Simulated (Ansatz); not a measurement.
**F₃H₂NSi: one species, many methods**

The task here is to estimate one member of a computed series from the others.

Computed with Ansatz 0.2.0, Gaussian basis. Level: functionals in def2-TZVPP, the program's frozen cores in correlated methods.

Plan: LDA (SPW92), PBE-D4, revPBE-D4, BLYP-D4, r2SCAN-D4, B97M-V, PBE0-D4, B3LYP-D4, r2SCANh-D4, r2SCAN0-D4, HSE06-D4, BHLYP-D4, CAM-B3LYP-D4, LC-ωPBE, ωB97X-V, ωB97M-V, B2PLYP, PBE-QIDH; CCSD(T)/def2-SVP; CCSD(T)/def2-TZVPP; CCSD(T)/def2-QZVPP; extrapolation to the limit; RPA on PBE.

## The relaxed structure

The geometry comes from an earlier relaxation with PBE0-D4 in a triple-zeta def2 set; it is a stationary point, not always the lowest conformer.

SMILES `N[Si](F)(F)F`, 7 atoms, charge 0, spin multiplicity 1.

Atoms are counted from 1 here; the program's logs count them from 0.

Bond lengths: N1–Si2 1.672 Å, N1–H6 1.005 Å, N1–H7 1.005 Å, Si2–F3 1.578 Å, Si2–F4 1.574 Å, Si2–F5 1.574 Å. Angles: Si2–N1–H6 122.2°, Si2–N1–H7 122.2°, H6–N1–H7 112.9°, N1–Si2–F3 115.9°, N1–Si2–F4 109.6°, N1–Si2–F5 109.5°, F3–Si2–F4 105.7°, F3–Si2–F5 105.8°, F4–Si2–F5 110.2°.

Coordinates:

```
N    -0.2926    0.7559    0.6489
Si    0.2307   -0.4725   -0.3577
F    -0.6409   -0.7226   -1.6496
F     0.2282   -1.8362    0.4288
F     1.6804   -0.1457   -0.8769
H    -1.0463    0.6294    1.3019
H    -0.0981    1.7236    0.4588
```

The first run:

The input, in.yaml:

```yaml
crystal:
  periodic: [false, false, false]
  atoms:
    - {symbol: N, position_ang: [-0.292638, 0.755888, 0.648933]}
    - {symbol: Si, position_ang: [0.230665, -0.472525, -0.357694]}
    - {symbol: F, position_ang: [-0.640932, -0.722607, -1.649602]}
    - {symbol: F, position_ang: [0.228175, -1.836161, 0.428817]}
    - {symbol: F, position_ang: [1.680369, -0.145699, -0.876947]}
    - {symbol: H, position_ang: [-1.046293, 0.629449, 1.301904]}
    - {symbol: H, position_ang: [-0.098146, 1.723554, 0.458788]}
basis:
  gaussian: {orbitals: def2-TZVPP}
hamiltonian: {xc: lda}
output: {orbitals: {seedname: orbitals}}
```

Launch:

```sh
$ ansatz run in.yaml --threads 2 --pin off --events-out ev --progress --plain --max-ram 32768MiB --backend cpu
```

Among the steps run: LDA; PBE-D4 (GGA); revPBE-D4 (GGA); BLYP-D4 (GGA); r2SCAN-D4 (meta-GGA); B97M-V (meta-GGA); PBE0-D4 (hybrid); B3LYP-D4 (hybrid); r2SCANh-D4 (hybrid); r2SCAN0-D4 (hybrid); HSE06-D4 (hybrid); BHLYP-D4 (hybrid); CAM-B3LYP-D4 (range-separated); LC-ωPBE (range-separated); ωB97X-V (range-separated); ωB97M-V (range-separated); B2PLYP (double hybrid); PBE-QIDH (double hybrid).

One table of the session follows, with a row left open; its other results are not shown here.

It belongs to the step «Frontier levels by functional». 

| functional | HOMO (eV) | LUMO (eV) | gap (eV) |
| --- | --- | --- | --- |
| LDA (SPW92) | -7.27 | -0.55 | 6.72 |
| PBE-D4 | -7.06 | -0.39 | 6.67 |
| revPBE-D4 | -6.98 | -0.31 | 6.67 |
| BLYP-D4 | -6.94 | -0.44 | 6.49 |
| r2SCAN-D4 | -7.41 | 0.36 | 7.77 |
| B97M-V | -7.48 | -0.12 | 7.36 |
| PBE0-D4 | -8.65 | 0.48 | 9.13 |
| B3LYP-D4 | -8.38 | 0.09 | 8.47 |
| r2SCANh-D4 | -8.01 | 0.62 | 8.62 |
| r2SCAN0-D4 | ? | ? | ? |
| HSE06-D4 | -8.24 | 0.11 | 8.35 |
| BHLYP-D4 | -10.14 | 1.08 | 11.22 |
| CAM-B3LYP-D4 | -10.16 | 1.23 | 11.38 |
| LC-ωPBE | -11.62 | 2.62 | 14.24 |
| ωB97X-V | -11.19 | 2.41 | 13.60 |
| ωB97M-V | -11.08 | 1.93 | 13.01 |

Estimate the missing values for r2SCAN0-D4.

Worked estimate for «HOMO (eV)». Against the share of exact exchange, r2SCAN-D4 (0, -7.41), r2SCANh-D4 (0.1, -8.01) give a slope of -6.00 per unit share; at 0.25 the line stands at -8.91.

As computed: HOMO (eV): -8.90; LUMO (eV): 0.98; gap (eV): 9.88. In «HOMO (eV)» the line misses by -0.01.
